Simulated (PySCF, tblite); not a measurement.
# C₆H₁₀NPS: geometry, infrared bands and NMR shifts

Aim: predict the infrared bands and NMR shifts of C₆H₁₀NPS (`Cc1cpc(N(C)C)s1`).

The runs use tblite 0.8.0 and PySCF 2.14.0, with density-fitted response routines of our own; the level of theory stands in each step. All values are computed, except where a source is named. Atoms count from 0, in the outputs and in this text.

### Step 1. Starting geometry

19 atoms, charge 0, multiplicity 1; geometry from: force field or distance geometry start.

Bonds of the start (Å): C0–C1 1.50, C1–C2 1.49, C2–P3 1.86, P3–C4 1.68, C4–N5 1.43, N5–C6 1.45, N5–C7 1.43, C4–S8 1.82, S8–C1 1.74, C0–H9 1.11, C0–H10 1.09, C0–H11 1.13, C2–H12 1.06, C6–H13 1.13, C6–H14 1.10, C6–H15 1.10, C7–H16 1.10, C7–H17 1.13, C7–H18 1.12.

### Step 2. Geometry optimisation with GFN2-xTB

Job settings and geometry (Å):

```
{"job": {"kind": "relax", "xc": "GFN2-xTB", "basis": "xTB"}, "charge": 0, "multiplicity": 1}
C      1.760200    -0.217900     3.086400
C      1.086400    -0.559000     1.790300
C      1.382500    -1.883600     1.186400
P      0.352500    -1.842400    -0.360700
C     -0.525600    -0.428100    -0.553200
N     -1.436700     0.121300    -1.513300
C     -1.857200     1.451500    -1.109800
C     -0.765300     0.167200    -2.777400
S     -0.015900     0.486000     0.939300
H      2.016500    -1.153800     3.616900
H      2.597500     0.461000     2.936300
H      1.019300     0.300200     3.762200
H      1.934500    -2.780600     1.340600
H     -1.147300     2.205900    -1.557700
H     -1.711700     1.528000    -0.018000
H     -2.876400     1.712700    -1.431400
H      0.140400     0.794400    -2.766000
H     -0.473000    -0.891700    -3.038500
H     -1.490400     0.538100    -3.539900
```

The run is started by

```bash
$ OMP_NUM_THREADS=1 python probes_run.py task.json out
```

The driver reads the jobs from task.json and runs them one after another.

**Question.** This job is followed by: GFN2-xTB harmonic vibrations, gas phase; GIAO PBE0/pcSseg-1 NMR shielding, non-relativistic, gas phase. What will the session give for the following? strongest single infrared mode (GFN2-xTB); zero-point energy (GFN2-xTB); 13C shifts against TMS (PBE0/pcSseg-1, means over atoms taken as alike); 1H shifts against TMS (PBE0/pcSseg-1, means over atoms taken as alike); 31P shifts against H3PO4 (PBE0/pcSseg-1); 15N shifts against NH3 (PBE0/pcSseg-1); 33S shifts against CS2 (PBE0/pcSseg-1); surface potential, 1st and 99th percentile.

As calculated:

| quantity | value |
| --- | --- |
| strongest single infrared mode (GFN2-xTB) | 1389 cm⁻¹, 195 km/mol |
| zero-point energy (GFN2-xTB) | 92.6 kcal/mol |
| 13C shifts against TMS (PBE0/pcSseg-1, means over atoms taken as alike) | 203.3, 143.2, 142.6, 44.8, 21.0 ppm |
| 1H shifts against TMS (PBE0/pcSseg-1, means over atoms taken as alike) | 7.08, 3.10, 2.63 ppm |
| 31P shifts against H3PO4 (PBE0/pcSseg-1) | 105.9 ppm |
| 15N shifts against NH3 (PBE0/pcSseg-1) | 102.1 ppm |
| 33S shifts against CS2 (PBE0/pcSseg-1) | 259 ppm |
| surface potential, 1st and 99th percentile | -1.00 V and 1.13 V |

**Reading.** The optimisation took 115 steps and gained 2.313 eV; among the close pairs (by a distance rule), C1–C2 changed most, from 1.486 to 1.348 Å. No mode is imaginary among the 51: a minimum at this level. The strongest single mode, at 1389 cm⁻¹, is spread over many atoms; the largest shares are those of N5, C4. GFN2-xTB is a fitted tight-binding method: band positions and strengths are rough. Its intensities can rank the bands wrongly. At PBE0/pcSseg-1: Shielding is most anisotropic at P3 (span 273 ppm, paramagnetic term -758 ppm). NICS(1)zz of -17 ppm above the planar ring from C1 marks a diatropic (aromatic) ring current. At PBE0/pcSseg-1, counted by nearest atom on the grid, the HOMO lies on P3 32 %; N5 21 %, the LUMO on C4 31 %; P3 20 %.
